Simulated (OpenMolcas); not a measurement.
# Co²⁺ among point charges: CASSCF and CASPT2 levels and susceptibility

How does a field of 4 point charges split the states of Co²⁺, and what χT follows?

Program: OpenMolcas 26.06. Level of theory: state-averaged CASSCF and CASPT2, spin-orbit coupling by RASSI with atomic mean-field integrals. These are calculated values, not measurements, unless marked.

## (1) The system

- Species: Co²⁺ (cobalt, Z = 27, 25 electrons)
- Basis: ANO-RCC-VDZP [5s4p2d1f], 34 functions
- Scalar Hamiltonian: DKH2, point nucleus
- Inactive shells: 1s 2s 2p 3s 3p
- Active space: 7 electrons in 5 orbitals (3d)
- Some configurations of this space: 3d7
- Orbitals: optimised for each spin and parity, averaged over all roots

Outer shells as boxes (Hund's rule):

3d7
```
3d [↑↓][↑↓][↑ ][↑ ][↑ ]
```

The ion sits among 4 point charges of -2 e arranged as a square (D4h), 2.33 Å from the ion.

Each step is its own input file, run in one work folder so that later steps find the files of earlier ones. Labels, J, g values, rates, χT and fits are worked out afterwards by a script from the matrices that RASSI stores. The input lists half of the charges; inversion (Group=XYZ) makes the rest.

## (2) One- and two-electron integrals

a.inp reads:

```
&GATEWAY
Coord
1

Co 0.0 0.0 0.0
Basis=ANO-RCC-VDZP
Group=XYZ
NoMove
AngMom=0.0 0.0 0.0
AMFI
XField
2 Angstrom 0
2.330000 0.000000 0.000000 -2.000000
0.000000 2.330000 0.000000 -2.000000
&SEWARD
```

Command:

```console
$ OMP_NUM_THREADS=1 MOLCAS_MEM=1689 MOLCAS_PROJECT=a pymolcas a.inp > a.log
```

The log of the run:

```text
Basis set label: CO.ANO-RCC...5S4P2D1F.

      Electronic valence basis set:
      ------------------
      Associated Effective Charge  27.000000 au
      Associated Actual Charge     27.000000 au
      Nuclear Model: Point charge

      Shell  nPrim  nBasis  Cartesian Spherical Contaminant
         s      21       5        X
         p      15       4        X
         d      10       2                 X
         f       6       1                 X
                  Relativistic Douglas-Kroll-Hess integrals:
                    - DKH order of Hamiltonian: 2
                    - DKH order of Properties : 0
                  Atomic mean-field integrals
```

## (3) Reference wave functions, quartets of even parity, 10 roots

a.inp reads:

```
&RASSCF
FileOrb=start.orb
Symmetry=1
Spin=4
nActEl=7 0 0
Inactive=3 6
Ras2=5 0
CIRoot=10 10 1
SDav=10
CIMx=300
Iter=120 100
PrWF=0.3
OrbListing=Nothing
MaxOrb=0
>>> COPY $Project.JobIph JOB001
```

start.orb holds the contracted functions of the basis, ordered by shell, or the orbitals of the step before.

The log of the run (excerpt; [...] marks lines left out):

```text
[...]
      Number of active orbitals                  5
[...]
      Spin quantum number                      1.5
[...]
      Active orbitals                            5   0
[...]
      Number of CSFs                            10
      Number of root(s) required                10
[...]
      Convergence after 11 iterations
[...]
      Natural orbitals and occupation numbers for root  1
      sym 1:   1.000000   1.933305   1.066695   1.933305   1.066695
      Natural orbitals and occupation numbers for root  2
      sym 1:   1.810944   1.810944   1.189056   1.189056   1.000000
      Natural orbitals and occupation numbers for root  3
      sym 1:   1.189056   1.189056   1.810944   1.810944   1.000000
::    RASSCF root number  1 Total energy:  -1394.66491792
::    RASSCF root number  2 Total energy:  -1394.66430099
::    RASSCF root number  3 Total energy:  -1394.66430099
[...]
::    RASSCF root number  7 Total energy:  -1394.63990616
::    RASSCF root number  8 Total energy:  -1394.57695595
::    RASSCF root number  9 Total energy:  -1394.57695595
::    RASSCF root number 10 Total energy:  -1394.52892648
```

## (4) CASSCF: doublets of even parity, 40 roots

a.inp reads:

```
&RASSCF
FileOrb=start.orb
Symmetry=1
Spin=2
nActEl=7 0 0
Inactive=3 6
Ras2=5 0
CIRoot=40 40 1
SDav=40
CIMx=300
Iter=120 100
PrWF=0.3
OrbListing=Nothing
MaxOrb=0
>>> COPY $Project.JobIph JOB002
```

Command:

```console
$ OMP_NUM_THREADS=1 MOLCAS_MEM=1689 MOLCAS_PROJECT=a pymolcas a.inp > a.log
```

The log of the run (excerpt; [...] marks lines left out):

```text
[...]
      Number of active orbitals                  5
[...]
      Spin quantum number                      0.5
[...]
      Active orbitals                            5   0
[...]
      Number of CSFs                            40
      Number of root(s) required                40
[...]
      Convergence after  9 iterations
[...]
      Natural orbitals and occupation numbers for root  1
      sym 1:   1.208428   1.779165   1.600835   1.779165   0.632406
      Natural orbitals and occupation numbers for root  2
      sym 1:   1.284536   1.715456   1.176338   1.715456   1.108213
      Natural orbitals and occupation numbers for root  3
      sym 1:   1.746995   1.153272   1.793430   1.809961   0.496342
::    RASSCF root number  1 Total energy:  -1394.58100896
::    RASSCF root number  2 Total energy:  -1394.57886603
::    RASSCF root number  3 Total energy:  -1394.57820079
[...]
::    RASSCF root number 27 Total energy:  -1394.51741908
::    RASSCF root number 28 Total energy:  -1394.51741908
::    RASSCF root number 29 Total energy:  -1394.46142269
::    RASSCF root number 30 Total energy:  -1394.46142269
```

## (5) RASSI: spin-orbit coupling between the states

a.inp reads:

```
&RASSI
NrOfJobIphs=2 10 40
1 2 3 4 5 6 7 8 9 10
1 2 3 4 5 6 7 8 9 10 11 12 13 14 15 16 17 18 19 20 21 22 23 24 25 26 27
28 29 30 31 32 33 34 35 36 37 38 39 40
IphNames
JOB001
JOB002
EJob
SpinOrbit
DIPRint=1.0
SOCoupling=1000.0
Subsets=2
Property=9
'ANGMOM' 1 'ANGMOM' 2 'ANGMOM' 3 'MLTPL  1' 1 'MLTPL  1' 2 'MLTPL  1' 3
'AMFI' 1 'AMFI' 2 'AMFI' 3
SOProperty=3
'ANGMOM' 1 'ANGMOM' 2 'ANGMOM' 3
```

The log of the run (excerpt; [...] marks lines left out):

```text
SPIN-FREE ENERGIES:
  (Shifted by EMIN (a.u.) =      -1394.6649179161)
 SF State       Relative EMIN(au)   Rel lowest level(eV)    D:o, cm**(-1)      L_eff
     1             0.0000000000        0.0000000000              0.0000         2.9
     2             0.0006169307        0.0167875387            135.4006         2.9
     3             0.0006169307        0.0167875387            135.4006         2.9
     4             0.0075253559        0.2047753664           1651.6247         3.0
     5             0.0185002868        0.5034184492           4060.3436         3.0
     6             0.0250117610        0.6806046888           5489.4470         3.0
     7             0.0250117610        0.6806046888           5489.4470         3.0
    11             0.0839089563        2.2832790181          18415.8872         4.1
    12             0.0860518890        2.3415911882          18886.2066         4.1
    13             0.0867171261        2.3596932134          19032.2093         4.1
[...]
Eigenvalues of complex Hamiltonian:
   -----------------------------------
  (Shifted by EMIN (a.u.) =      -1394.6649179161)
 SO State       Relative EMIN(au)   Rel lowest level(eV)    D:o, cm**(-1)     J-value
     1            -0.0032688933        0.0000000000              0.0000         4.3
     2            -0.0032688933        0.0000000000              0.0000         4.3
     3            -0.0026671923        0.0163731183            132.0581         4.0
     4            -0.0026671923        0.0163731183            132.0581         4.0
     5            -0.0011492876        0.0576774089            465.1997         3.2
     6            -0.0011492876        0.0576774089            465.1997         3.2
     7             0.0011248010        0.1195585116            964.3044         3.2
     8             0.0011248010        0.1195585116            964.3044         3.2
     9             0.0020009274        0.1433991261           1156.5920         2.6
    10             0.0020009274        0.1433991261           1156.5920         2.6
    11             0.0039855001        0.1974021010           1592.1553         2.0
[...]
```

These steps: 9.1 s of run time, 1 thread of Arm Neoverse V2, shared host.

Spin-free states, with their symmetry labels:

```
state  degeneracy  E (cm-1)  free-ion L (%)
  4A2           1         0          F (96)
   4E           2       135          F (93)
  4B2           1      1652         F (100)
  4B1           1      4060         F (100)
   4E           2      5489          F (99)
  2A1           1     18416          G (83)
  2A2           1     18886          G (89)
   2E           2     19032          G (69)
   4E           2     19305          P (92)
  2B2           1     19928          G (86)
   2E           2     20092          H (68)
  2B1           1     21142          G (91)
  2A1           1     21866          G (92)
   2E           2     22183          G (80)
   2E           2     23982          P (44)
  2A2           1     24819          P (60)
  2A2           1     25774          H (55)
  2A1           1     25954          H (83)
  2A1           1     28050          D (91)
  2B1           1     28125          H (54)
   2E           2     28280          H (89)
  2B2           1     29073          D (57)
  4A2           1     29847          P (96)
  2A2           1     30671          H (88)
```

With spin-orbit coupling:

```json
{"E (cm-1)": "0.0", "Degeneracy": "2", "Label": "E1/2", "2S+1": "4", "g": "1.61 6.52 6.52"}
{"E (cm-1)": "132.1", "Degeneracy": "2", "Label": "E3/2", "2S+1": "4", "g": "1.43 1.43 4.61"}
{"E (cm-1)": "465.2", "Degeneracy": "2", "Label": "E3/2", "2S+1": "4", "g": "1.12 1.12 7.52"}
{"E (cm-1)": "964.3", "Degeneracy": "2", "Label": "E1/2", "2S+1": "4", "g": "1.85 4.55 4.55"}
{"E (cm-1)": "1157", "Degeneracy": "2", "Label": "E3/2", "2S+1": "4", "g": "0.62 0.62 4.75"}
{"E (cm-1)": "1592", "Degeneracy": "2", "Label": "E1/2", "2S+1": "4", "g": "2.13 2.29 2.29"}
{"E (cm-1)": "2257", "Degeneracy": "2", "Label": "E1/2", "2S+1": "4", "g": "0.23 0.23 7.38"}
{"E (cm-1)": "2471", "Degeneracy": "2", "Label": "E3/2", "2S+1": "4", "g": "2.58 2.85 2.85"}
{"E (cm-1)": "4716", "Degeneracy": "2", "Label": "E3/2", "2S+1": "4", "g": "1.31 4.29 4.29"}
{"E (cm-1)": "4852", "Degeneracy": "2", "Label": "E1/2", "2S+1": "4", "g": "0.00 0.00 4.23"}
{"E (cm-1)": "5346", "Degeneracy": "2", "Label": "E1/2", "2S+1": "4", "g": "0.01 0.01 11.73"}
{"E (cm-1)": "5990", "Degeneracy": "2", "Label": "E1/2", "2S+1": "4", "g": "0.00 0.00 7.71"}
{"E (cm-1)": "6534", "Degeneracy": "2", "Label": "E3/2", "2S+1": "4", "g": "0.93 0.93 3.81"}
{"E (cm-1)": "7043", "Degeneracy": "2", "Label": "E3/2", "2S+1": "4", "g": "0.16 0.43 0.43"}
{"E (cm-1)": "18762", "Degeneracy": "2", "Label": "E1/2", "2S+1": "2", "g": "3.30 3.30 4.45"}
{"E (cm-1)": "19330", "Degeneracy": "2", "Label": "E1/2", "2S+1": "2", "g": "1.13 3.12 3.12"}
{"E (cm-1)": "19445", "Degeneracy": "2", "Label": "E3/2", "2S+1": "2", "g": "0.15 1.72 1.72"}
{"E (cm-1)": "19709", "Degeneracy": "2", "Label": "E3/2", "2S+1": "4", "g": "0.56 0.56 7.81"}
{"E (cm-1)": "19846", "Degeneracy": "2", "Label": "E3/2", "2S+1": "4", "g": "0.16 0.16 3.33"}
{"E (cm-1)": "19984", "Degeneracy": "2", "Label": "E1/2", "2S+1": "4", "g": "0.10 1.31 1.31"}
{"E (cm-1)": "20163", "Degeneracy": "2", "Label": "E1/2", "2S+1": "2", "g": "0.47 0.47 1.99"}
{"E (cm-1)": "20212", "Degeneracy": "2", "Label": "E1/2", "2S+1": "4", "g": "0.95 1.13 1.13"}
{"E (cm-1)": "20549", "Degeneracy": "2", "Label": "E3/2", "2S+1": "2", "g": "0.06 0.06 6.92"}
{"E (cm-1)": "20731", "Degeneracy": "2", "Label": "E3/2", "2S+1": "2", "g": "0.36 0.93 0.93"}
```

The table of states holds 24 of 37 computed; the rest, higher up, is left out. Principal g values are given for doublets only; a zero marks a field direction without first-order Zeeman splitting.

Powder χT (cm³ K/mol): 2.79 at 2 K, 2.86 at 5 K, 2.99 at 10 K, 3.25 at 20 K, 3.93 at 50 K, 4.47 at 100 K, 4.67 at 150 K, 4.76 at 200 K, 4.80 at 250 K, 4.81 at 300 K.

Orbitals of the lowest block (energies include the constant potential of the surroundings):

```
shell     space  energy (hartree)  mean occupation  ⟨r²⟩ (bohr²)
   1s  inactive         -284.6545            2.000       0.00421
   2s  inactive          -34.3506            2.000        0.0761
   2p  inactive          -29.1234            6.000        0.0618
   3s  inactive           -3.5314            2.000         0.693
   3p  inactive           -1.9431            6.000         0.790
   3d      RAS2                              7.000          1.41
```

## (6) CASPT2: IPEA 0.25, imaginary shift 0.1 (closed shells correlated: 3s 3p)

a.inp reads:

```
>>> COPY JOB001 $Project.JobIph
&CASPT2
Multistate=10 1 2 3 4 5 6 7 8 9 10
NoMult
Frozen=2 3
IPEA=0.25
Imaginary=0.1
MaxIter=60
WThr=0.0 0.3 0.05
PrWF=0.5
NoMix
>>> COPY JOB002 $Project.JobIph
&CASPT2
Multistate=40 1 2 3 4 5 6 7 8 9 10 11 12 13 14 15 16 17 18 19 20 21 22
23 24 25 26 27 28 29 30 31 32 33 34 35 36 37 38 39 40
NoMult
Frozen=2 3
IPEA=0.25
Imaginary=0.1
MaxIter=60
WThr=0.0 0.3 0.05
PrWF=0.5
NoMix
```

Command:

```console
$ OMP_NUM_THREADS=1 MOLCAS_MEM=1689 MOLCAS_PROJECT=a pymolcas a.inp > a.log
```

The log of the run (excerpt; [...] marks lines left out):

```text
[...]
      Active orbitals                            5   0
[...]
      E2 (Variational):          -0.3928775234
      Total energy:           -1395.0577954395
[...]
::    CASPT2 Root  1     Total energy:  -1395.05779544
::    CASPT2 Root  2     Total energy:  -1395.06128624
[...]
::    CASPT2 Root 27     Total energy:  -1394.92686962
::    CASPT2 Root 28     Total energy:  -1394.92686962
::    CASPT2 Root 29     Total energy:  -1394.87573671
::    CASPT2 Root 30     Total energy:  -1394.87573671
```

This run: 2.6 s of run time, 1 thread of Arm Neoverse V2, shared host.

SS-CASPT2: lowest energy less the reference's lowest, -0.3964 hartree; reference weights 0.930 to 0.939.

States without spin-orbit coupling:

```csv
state,degeneracy,E (cm-1),free-ion L (%)
4E,2,0,F (93)
4A2,1,766,F (96)
4B2,1,2535,F (100)
4B1,1,5530,F (100)
4E,2,6148,F (99)
4E,2,17190,P (92)
2A1,1,17447,G (83)
2A2,1,17648,G (89)
2E,2,17737,G (69)
2B2,1,18025,G (86)
2E,2,18633,H (68)
2B1,1,19512,G (91)
2E,2,20018,P (44)
2A1,1,20103,G (92)
2E,2,20911,G (80)
2A2,1,21309,P (60)
2A2,1,23285,H (55)
2A1,1,24913,D (91)
2A1,1,25002,H (83)
2B1,1,25696,H (54)
2B2,1,26090,D (57)
2E,2,27259,H (89)
2B1,1,29152,D (61)
2A2,1,29481,H (88)
```

With spin-orbit coupling:

| E (cm-1) | Degeneracy | Label | 2S+1 | g |
| --- | --- | --- | --- | --- |
| 0 | 2 | E1/2 | 4 | 1.19 6.08 6.08 |
| 11 | 2 | E3/2 | 4 | 2.89 3.30 3.30 |
| 120 | 2 | E3/2 | 4 | 3.00 3.00 6.56 |
| 610 | 2 | E1/2 | 4 | 2.74 3.97 3.97 |
| 1420 | 2 | E3/2 | 4 | 0.25 0.25 5.61 |
| 1700 | 2 | E1/2 | 4 | 1.99 1.99 2.00 |
| 2870 | 2 | E1/2 | 4 | 0.08 0.08 7.41 |
| 3030 | 2 | E3/2 | 4 | 2.51 3.36 3.36 |
| 5740 | 2 | E1/2 | 4 | 0.03 0.03 11.75 |
| 5840 | 2 | E3/2 | 4 | 1.53 4.76 4.76 |
| 5910 | 2 | E1/2 | 4 | 0.03 0.03 5.19 |
| 6500 | 2 | E1/2 | 4 | 0.01 0.01 7.08 |
| 6970 | 2 | E3/2 | 4 | 1.59 1.59 3.69 |
| 7460 | 2 | E3/2 | 4 | 0.21 0.75 0.75 |
| 17340 | 2 | E3/2 | 4 | 0.05 0.05 7.93 |
| 17390 | 2 | E3/2 | 4 | 0.14 0.14 3.89 |
| 17420 | 2 | E1/2 | 2 | 3.00 3.00 4.74 |
| 17590 | 2 | E1/2 | 4 | 0.73 1.51 1.51 |
| 17800 | 2 | E1/2 | 2 | 0.90 0.90 1.42 |
| 17820 | 2 | E1/2 | 2 | 0.10 0.34 0.34 |
| 17830 | 2 | E3/2 | 2 | 0.70 3.27 3.27 |
| 18640 | 2 | E3/2 | 2 | 0.45 0.45 2.14 |
| 18700 | 2 | E1/2 | 2 | 0.74 0.74 4.91 |
| 18860 | 2 | E3/2 | 2 | 1.80 1.80 4.26 |

Powder χT (cm³ K/mol): 2.89 at 2 K, 3.51 at 5 K, 3.85 at 10 K, 3.97 at 20 K, 4.13 at 50 K, 4.23 at 100 K, 4.25 at 150 K, 4.25 at 200 K, 4.25 at 250 K, 4.24 at 300 K.

## (7) The methods side by side

A. CASSCF
B. SS-CASPT2, IPEA 0.25, imaginary shift 0.1 (closed shells correlated: 3s 3p)

```
method  ground state  first state of that spin (cm-1)  first gap with spin-orbit (cm-1)  χT at 300 K
     A           4A2                         4E 135.4                             132.1         4.81
     B            4E                        4A2 766.1                              10.5         4.24
```

## (8) Results

```
                                            quantity                                                                        value
                                              method  SS-CASPT2, IPEA 0.25, imaginary shift 0.1 (closed shells correlated: 3s 3p)
                              spin-free ground state                                               4E, 2-fold in its orbital part
first state of the same spin within the active space                                                              4A2 at 766 cm⁻¹
                                        lowest level                                            2-fold E1/2, g = 1.19, 6.08, 6.08
                                          next level                                                                    10.5 cm⁻¹
                                         χT at 300 K                                                               4.24 cm³ K/mol
                           effective moment at 300 K                                                                      5.82 μB
```

Cost by method:

```
                                              method  time of its own steps  time with the reference
                                           A. CASSCF                  9.1 s                    9.1 s
B. SS-CASPT2, IPEA 0.25, imaginary shift 0.1, +3s 3p                  2.6 s                     12 s
```

Times are of one thread on a shared host.

In words: The spin-free ground state (4E) comes to 93 % from free-ion F terms and keeps the highest spin of the shell. χT at 300 K is 4.24, against 1.88 cm³ K/mol for the spin alone, so orbital moment adds to it. An active space of the d shell alone favours high spin; real ions in strong fields can be low spin. The field of point charges can differ much from that of real complexes. With metal d orbitals alone active, the gaps between spin states are rough; where two lie within a few thousand cm-1, their order is open. Point charges carry no covalency, so the field is a model and not that of real ligands.
